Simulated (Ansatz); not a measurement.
# GeH2 (SMILES [GeH2]): one structure at several levels

One table from this session's results is given with a row withheld; the runs are named, their logs left out.

The runs use Ansatz 0.2.0, Gaussian basis; single points in def2-TZVPP.

Cores are frozen in the correlated methods. Filled d shells of the heavier atoms are correlated.

### Where the work starts

3 atoms, charge 0, spin multiplicity 1.

Atoms are counted from 1 here; the program's logs count them from 0.

Bond lengths: Ge1–H2 1.572 Å, Ge1–H3 1.609 Å. Angles: H2–Ge1–H3 90.1°.

Geometry (Å):

| atom | x (Å) | y (Å) | z (Å) |
| --- | --- | --- | --- |
| Ge1 | -0.59418 | 0.42279 | -0.27476 |
| H2 | 0.74199 | 0.74891 | 0.48731 |
| H3 | -0.22702 | -1.14312 | -0.25233 |

Set-up of the first run:

Input file run/in.yaml:

```yaml
crystal:
  periodic: [false, false, false]
  atoms:
    - {symbol: Ge, position_ang: [-0.594185, 0.422788, -0.274760]}
    - {symbol: H, position_ang: [0.741988, 0.748914, 0.487310]}
    - {symbol: H, position_ang: [-0.227020, -1.143124, -0.252330]}
basis:
  gaussian: {orbitals: def2-TZVPP}
hamiltonian: {xc: pbe, dispersion: d4}
output: {forces: true}
```

The run is started by

```bash
$ ansatz run in.yaml --threads 2 --pin off --events-out ev --progress --plain --max-ram 3481MiB
```

Steps of the session up to this table: PBE-D4/def2-TZVPP; r2SCAN-D4/def2-TZVPP; PBE0-D4/def2-TZVPP; wB97M-V/def2-TZVPP; CCSD(T)/def2-TZVPP.

One table of the session follows, with a row left open; its other results are not shown here.

```
   method  RMS force component (eV/Å)  angle to CCSD(T) forces (°)  dipole (D)
   PBE-D4                       0.241                         68.4        0.22
r2SCAN-D4                       0.164                         26.3        0.15
  PBE0-D4                           ?                            ?           ?
  wB97M-V                       0.172                          9.2        0.24
  CCSD(T)                       0.178                    reference        0.13
```

Estimate the missing values for PBE0-D4.

The run gave: RMS force component (eV/Å): 0.171; angle to CCSD(T) forces (°): 33.5; dipole (D): 0.16. In the column «RMS force component (eV/Å)» it lies between r2SCAN-D4 (0.164) and wB97M-V (0.172).

Caveats from the session: The reference is not at the basis limit: in triple zeta CCSD(T) underbinds, which counts against methods that bind more; the gaps are no ranking.
